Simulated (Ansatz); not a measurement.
# TiO2: shifting one sublattice

The task, for TiO2: measure how stiffly every Ti atom is held.

Method: DFT r2SCAN, scalar-relativistic, plane waves, PAW, in Ansatz 0.2.0.

1 further run of the same task is left out (set aside as unsound or not needed).

### 1 The structure to begin with

Symmetry: P4_2/mnm, No. 136, tetragonal system. Conventional cell: a = 4.597 Å, b = 4.597 Å, c = 2.954 Å, α = 90.00°, β = 90.00°, γ = 90.00°. Around Ti (site symmetry mmm) lie 6 O at 1.95 to 1.98 Å. O (site symmetry m2m) has 3 Ti at 1.95 to 1.98 Å as nearest neighbours.

As a file:

```xyz
6
Lattice="4.5967 0.0000 0.0000 0.0000 4.5967 0.0000 0.0000 0.0000 2.9537" Properties=species:S:1:pos:R:3 pbc="T T T"
Ti    0.0000    0.0000    0.0000
Ti    2.2984    2.2984    1.4768
O     1.4002    1.4002    0.0000
O     0.8982    3.6986    1.4768
O     3.1965    3.1965    0.0000
O     3.6986    0.8982    1.4768
```

This cell was relaxed beforehand with the same method: volume 10.40 Å³/atom, gap on the mesh 2.22 eV.

### 2 Zero of the scan

The input, input.yaml:

```yaml
crystal:
  lattice:
    - [4.5967496901, 0.0, 0.0]
    - [0.0, 4.5967496901, 0.0]
    - [0.0, 0.0, 2.9536714147]
  atoms:
    - { symbol: Ti, position: [0.0, 0.0, 0.0] }
    - { symbol: Ti, position: [0.5, 0.5, 0.5] }
    - { symbol: O, position: [0.304611801, 0.304611801, 0.0] }
    - { symbol: O, position: [0.195388199, 0.804611801, 0.5] }
    - { symbol: O, position: [0.695388199, 0.695388199, 0.0] }
    - { symbol: O, position: [0.804611801, 0.195388199, 0.5] }
basis:
  ecutwfc: 500
kpoints:
  mp_grid: { grid: [6, 6, 10] }
hamiltonian:
  xc: r2scan
scf:
  occupations: { method: gaussian, width: 0.05 }
output:
  forces: true
  stress: true
  eigenvalues: true
```

Command:

```
$ ansatz run input.yaml --threads 1 --pin off --max-ram 2560MiB --backend cpu --events-out ev --progress --plain --runs-dir out
```

### 3 Next: shifting one sublattice

Every Ti atom is moved by x along the Cartesian unit vector (0.000, 0.000, 1.000); the cell and all other atoms stay fixed. Forces below are components along that vector, summed over the moved atoms.

### 4 At x = -0.500 Å

input.yaml, as its differences from that of step 2:

```diff
@@ -6,4 +6,4 @@
   atoms:
-    - { symbol: Ti, position: [0.0, 0.0, 0.0] }
-    - { symbol: Ti, position: [0.5, 0.5, 0.5] }
+    - { symbol: Ti, position: [0.0, 0.0, -0.1692808474] }
+    - { symbol: Ti, position: [0.5, 0.5, 0.3307191526] }
     - { symbol: O, position: [0.304611801, 0.304611801, 0.0] }
```

### 5 x = 0.375 Å

input.yaml, as its differences from that of step 4:

```diff
@@ -6,4 +6,4 @@
   atoms:
-    - { symbol: Ti, position: [0.0, 0.0, -0.1692808474] }
-    - { symbol: Ti, position: [0.5, 0.5, 0.3307191526] }
+    - { symbol: Ti, position: [0.0, 0.0, 0.1269606355] }
+    - { symbol: Ti, position: [0.5, 0.5, 0.6269606355] }
     - { symbol: O, position: [0.304611801, 0.304611801, 0.0] }
```

### 6 Point x = -0.250 Å

input.yaml, as its differences from that of step 5:

```diff
@@ -6,4 +6,4 @@
   atoms:
-    - { symbol: Ti, position: [0.0, 0.0, 0.1269606355] }
-    - { symbol: Ti, position: [0.5, 0.5, 0.6269606355] }
+    - { symbol: Ti, position: [0.0, 0.0, -0.0846404237] }
+    - { symbol: Ti, position: [0.5, 0.5, 0.4153595763] }
     - { symbol: O, position: [0.304611801, 0.304611801, 0.0] }
```

### 7 At x = 0.125 Å

input.yaml, as its differences from that of step 6:

```diff
@@ -6,4 +6,4 @@
   atoms:
-    - { symbol: Ti, position: [0.0, 0.0, -0.0846404237] }
-    - { symbol: Ti, position: [0.5, 0.5, 0.4153595763] }
+    - { symbol: Ti, position: [0.0, 0.0, 0.0423202118] }
+    - { symbol: Ti, position: [0.5, 0.5, 0.5423202118] }
     - { symbol: O, position: [0.304611801, 0.304611801, 0.0] }
```

### 8 Point x = 0.438 Å

input.yaml, as its differences from that of step 7:

```diff
@@ -6,4 +6,4 @@
   atoms:
-    - { symbol: Ti, position: [0.0, 0.0, 0.0423202118] }
-    - { symbol: Ti, position: [0.5, 0.5, 0.5423202118] }
+    - { symbol: Ti, position: [0.0, 0.0, 0.1481207415] }
+    - { symbol: Ti, position: [0.5, 0.5, 0.6481207415] }
     - { symbol: O, position: [0.304611801, 0.304611801, 0.0] }
@@ -24 +24,5 @@
   eigenvalues: true
+  write_density: true
+  write_potential: true
+  elf: true
+  volumetric_format: npy
```

### 9 x = 0.312 Å

input.yaml, as its differences from that of step 8:

```diff
@@ -6,4 +6,4 @@
   atoms:
-    - { symbol: Ti, position: [0.0, 0.0, 0.1481207415] }
-    - { symbol: Ti, position: [0.5, 0.5, 0.6481207415] }
+    - { symbol: Ti, position: [0.0, 0.0, 0.1058005296] }
+    - { symbol: Ti, position: [0.5, 0.5, 0.6058005296] }
     - { symbol: O, position: [0.304611801, 0.304611801, 0.0] }
@@ -24,5 +24 @@
   eigenvalues: true
-  write_density: true
-  write_potential: true
-  elf: true
-  volumetric_format: npy
```

### 10 At x = 0.188 Å

input.yaml, as its differences from that of step 9:

```diff
@@ -6,4 +6,4 @@
   atoms:
-    - { symbol: Ti, position: [0.0, 0.0, 0.1058005296] }
-    - { symbol: Ti, position: [0.5, 0.5, 0.6058005296] }
+    - { symbol: Ti, position: [0.0, 0.0, 0.0634803178] }
+    - { symbol: Ti, position: [0.5, 0.5, 0.5634803178] }
     - { symbol: O, position: [0.304611801, 0.304611801, 0.0] }
```

### 11 At x = 0.062 Å

input.yaml, as its differences from that of step 10:

```diff
@@ -6,4 +6,4 @@
   atoms:
-    - { symbol: Ti, position: [0.0, 0.0, 0.0634803178] }
-    - { symbol: Ti, position: [0.5, 0.5, 0.5634803178] }
+    - { symbol: Ti, position: [0.0, 0.0, 0.0211601059] }
+    - { symbol: Ti, position: [0.5, 0.5, 0.5211601059] }
     - { symbol: O, position: [0.304611801, 0.304611801, 0.0] }
@@ -24 +24,5 @@
   eigenvalues: true
+  write_density: true
+  write_potential: true
+  elf: true
+  volumetric_format: npy
```

(Steps that only read results are left out.)

**Question.** What will these runs give?

As calculated:

| quantity | value |
| --- | --- |
| force constant along x, from the points at -0.250, 0 and 0.062 Å | 3.99 eV/Å² for the 2 moved atoms together |

**Reading.** Near the site the force constant is 3.99 eV/Å² for the 2 atoms together, 2.00 on average. The step of 0.25 Å is wide, so anharmonic terms mix in. No sampled point lies below the undisturbed cell. The gap on the mesh stays between 2.22 and 4.43 eV.
